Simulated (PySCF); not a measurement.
# TlP+: from the state search to spectroscopic constants

One table from this session's results is given with a row withheld; the runs are named, their logs left out.

Program: PySCF 2.14.0. Level of theory: Tl def2-SVPD with ECP60, P def2-SVPD, scalar-relativistic core potentials. These are calculated values, not measurements.

Set-up of the first run:

The job is set up so:

```
atoms                         : Tl, P
charge                        : 1
basis                         : Tl def2-SVPD with ECP60, P def2-SVPD
Hamiltonian                   : scalar-relativistic core potentials
basis functions               : 56
electrons treated             : 35
masses in u                   : 204.9744, 30.9738
levels                        : PBE0, PBE, r²SCAN, M06-L, revPBE, M06, ωB97X, HF, MP2, SCS-MP2, CCSD, CCSD(T)
grid                          : 80 radial by 434 angular points
occupations                   : held fixed by the projection of orbital angular momentum
dissociation limit            : Tl+ + P, each in its ground configuration
starting distance in angstrom : 2.595
values of 2S to try           : 1, 3
```

On the command line:

```console
$ OMP_NUM_THREADS=1 python dia.py task.json out
```

Steps of the session up to this table: The job; First curve: PBE0; Excited determinants; PBE (GGA); r²SCAN (meta-GGA); M06-L (meta-GGA); revPBE (GGA); M06 (hybrid meta-GGA); ωB97X; UHF (mean field); Adding correlation.

One table of the session follows, with a row left open; its other results are not shown here.

Energy (eV) from each level's lowest point:

```
R (Å)    UHF  UHF-MP2  UHF-SCS-MP2  UHF-CCSD  UHF-CCSD(T)
2.719  0.468    0.295        0.335       n/a          n/a
2.845  0.293    0.161        0.191     0.183        0.165
2.971  0.175    0.077        0.099     0.093        0.081
3.066  0.114    0.039        0.054     0.050        0.041
3.161  0.070    0.015        0.025     0.023        0.017
3.256  0.039    0.003        0.009     0.007        0.004
3.382  0.015    0.000        0.000     0.000        0.000
3.540      ?        ?            ?         ?            ?
3.730  0.000    0.030        0.019     0.022        0.028
3.983  0.012    0.065        0.049       n/a          n/a
```

Estimate the missing values for R (Å) = 3.540.

Worked estimate for «UHF». A straight line through the neighbours (3.382, 0.015) and (3.730, 0.000) gives 0.015 + (0.000 − 0.015) × (3.540 − 3.382) / (3.730 − 3.382) = 0.008; a parabola fitted to 4 rows on both sides gives 0.003.

**Answer.** UHF: 0.001; UHF-MP2: 0.009; UHF-SCS-MP2: 0.003; UHF-CCSD: 0.005; UHF-CCSD(T): 0.008. In «UHF» the line misses by +0.007 and the parabola by +0.002.
